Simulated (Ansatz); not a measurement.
# ZrO: basis-set convergence

An exercise on one series of results from a longer session: the logs are not shown, and one member is left open.

Program: Ansatz 0.2.0, Gaussian basis. Level of theory: one geometry, several basis sets. These are calculated values, not measurements.

Levels to be run: PBE0-D4/def2-SVP; ωB97M-V/def2-SVP; PBE0-D4/def2-QZVPP; ωB97M-V/def2-QZVPP; the functionals' def2-TZVPP values are taken from earlier runs.

1 further run of the same task is left out (for a known fault of the program).

### The geometry

The geometry comes from an earlier relaxation with PBE0-D4 in a triple-zeta def2 set; it is a stationary point. Zr takes the def2 core potential; no spin-orbit term is included.

SMILES `[O][Zr]`, 2 atoms, charge 0, spin multiplicity 1.

Atoms are counted from 1 here; the program's logs count them from 0.

Bond lengths: O1–Zr2 1.703 Å.

Geometry (Å):

```xyz
2
OZr
O     0.00000    0.00000    0.00406
Zr    0.00000    0.00000    1.70754
```

Set-up of the first run:

in.yaml reads:

```yaml
crystal:
  periodic: [false, false, false]
  atoms:
    - {symbol: O, position_ang: [-0.000000, 0.000000, 0.004056]}
    - {symbol: Zr, position_ang: [0.000000, -0.000000, 1.707544]}
basis:
  gaussian: {orbitals: def2-SVP}
hamiltonian: {xc: pbe0, dispersion: d4}
output: {orbitals: {seedname: orbitals}}
```

The run is started by

```sh
> ansatz run in.yaml --threads 2 --pin off --events-out ev --progress --plain --max-ram 32768MiB --backend cpu
```

Among the steps run: PBE0-D4 in def2-SVP; ωB97M-V in def2-SVP; PBE0-D4 in def2-QZVPP; ωB97M-V in def2-QZVPP.

One of the session's tables, all rows but one given; the rest of the session is left out.

It belongs to the step «Functionals by basis». 

```
functional       basis  HOMO (eV)  LUMO (eV)
   PBE0-D4    def2-SVP      -5.27      -3.13
   PBE0-D4  def2-TZVPP          ?          ?
   PBE0-D4  def2-QZVPP      -5.30      -3.13
   ωB97M-V    def2-SVP      -7.04      -0.65
   ωB97M-V  def2-TZVPP      -7.07      -0.68
   ωB97M-V  def2-QZVPP      -7.08      -0.68
```

**Question.** Estimate the row for PBE0-D4, def2-TZVPP.

**Answer.** HOMO (eV): -5.30; LUMO (eV): -3.14.
